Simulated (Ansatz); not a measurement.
**Sc (diamond type): how the settings move a single-point run**

Aim: see which settings change the result for Sc (diamond type), by how much, and at what cost.

Program: Ansatz 0.2.0. Level of theory: reference: DFT, PBEsol, all-electron PAW with datasets made for the crystal, scalar-relativistic. These are calculated values, not measurements.

## Step 1: The starting structure

It takes space group Fd-3m (No. 227, cubic). Conventional cell: a = 6.260 Å, b = 6.260 Å, c = 6.260 Å, α = 90.00°, β = 90.00°, γ = 90.00°. Sc (site symmetry -43m) is surrounded by 4 Sc at 2.71 Å.

Structure file:

```xyz
2
Lattice="0.0000 3.1299 3.1299 3.1299 0.0000 3.1299 3.1299 3.1299 0.0000" Properties=species:S:1:pos:R:3 pbc="T T T"
Sc   -0.7825   -0.7825   -0.7825
Sc    0.7825    0.7825    0.7825
```

## Step 2: Baseline

The input, input.yaml:

```yaml
crystal:
  lattice:
    - [0.0, 3.1299141298, 3.1299141298]
    - [3.1299141298, 0.0, 3.1299141298]
    - [3.1299141298, 3.1299141298, 0.0]
  atoms:
    - { symbol: Sc, position: [-0.125, -0.125, -0.125] }
    - { symbol: Sc, position: [0.125, 0.125, 0.125] }
kpoints:
  mp_grid: { grid: [11, 11, 11] }
scf:
  occupations: { method: fermi_dirac, width: 0.05 }
hamiltonian:
  xc: pbesol
  pseudopotentials: { kind: all_electron, datasets: crystal }
output:
  forces: true
  stress: true
  eigenvalues: true
```

Launch:

```console
$ ansatz run input.yaml --threads 1 --pin off --max-ram 2048MiB --backend cpu --events-out ev --progress --plain --runs-dir out
```

## Step 3: Changed: mp_grid.grid [14, 14, 14]

input.yaml: that of step 2 with these lines changed.

```diff
@@ -9,3 +9,3 @@
 kpoints:
-  mp_grid: { grid: [11, 11, 11] }
+  mp_grid: { grid: [14, 14, 14] }
 scf:
```

**Question.** What will these runs give? Wanted: for each run, ending; energy change; pressure; gap; force.

**Answer**, as computed:

```tsv
run	ending	energy change	pressure (GPa)	gap (eV)	force (eV/Å)	cycles	time
reference	converged	0	0.0	0.00	0.00	8	8.1 s
1: mp_grid.grid [14, 14, 14]	converged	0.0 meV/atom	0.0	0.00	0.00	8	15 s
```

Residual by cycle in the longest SCF loop of each run; runs are numbered as in the table. The quantity is the density residual dr2, in eV.

```tsv
cycle	reference	run 1
1	0.0173	0.0174
2	0.014	0.0141
3	0.0019	0.00191
4	8.1e-5	8.3e-5
5	1.5e-5	1.5e-5
6	4.5e-6	4.7e-6
7	7.0e-7	7.4e-7
8	1.7e-8	1.7e-8
```

What this shows: Changing the k-point mesh leaves the energy as it was (0.0 meV/atom). Cost: 15 s against 8.1 s.
